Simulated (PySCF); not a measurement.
# H5O5Pm ([Pm(OH)5]2-): the cost of one run

Programs: PySCF 2.14.0, with routines of our own; each step states its level. All values are computed. Atoms count from 0.

## 1. The system as given

11 atoms, charge -2, states of the metal's open shell are computed; geometry from: model geometry, bond lengths from ionic radii.

## 2. Ligand-field states: state-averaged CASSCF in water

Job settings and geometry (Å):

```
{"job": {"kind": "lf", "basis": {"metal": "x2c-TZVPall", "ligand": "x2c-SVPall"}, "nevpt": false, "solvent": "water"}, "charge": -2, "metal": "Pm", "open_shell": "f4"}
Pm     0.000000     0.000000     0.000000
O      0.000000     0.000000     2.280000
H      0.800000     0.000000     2.820000
O      0.000000     0.000000    -2.280000
H     -0.800000     0.000000    -2.820000
O      2.280000     0.000000     0.000000
H      2.820000     0.800000     0.000000
O     -1.140000     1.974538     0.000000
H     -2.102820     2.042192     0.000000
O     -1.140000    -1.974538     0.000000
H     -0.717180    -2.842192     0.000000
```

With the program's defaults for keys left out, this is: state-averaged CASSCF of the metal f shell, state-interaction spin-orbit coupling.

Launch:

```
$ OMP_NUM_THREADS=1 python lf_run.py task.json out
```

One launch serves the whole session: the jobs run in the order shown.

**Question.** How long does this first job take on 1 thread of Intel Xeon Platinum 8375C at 2.90GHz, shared host, and how much memory does it need?

About 37 s, with a peak of 0.59 GiB.
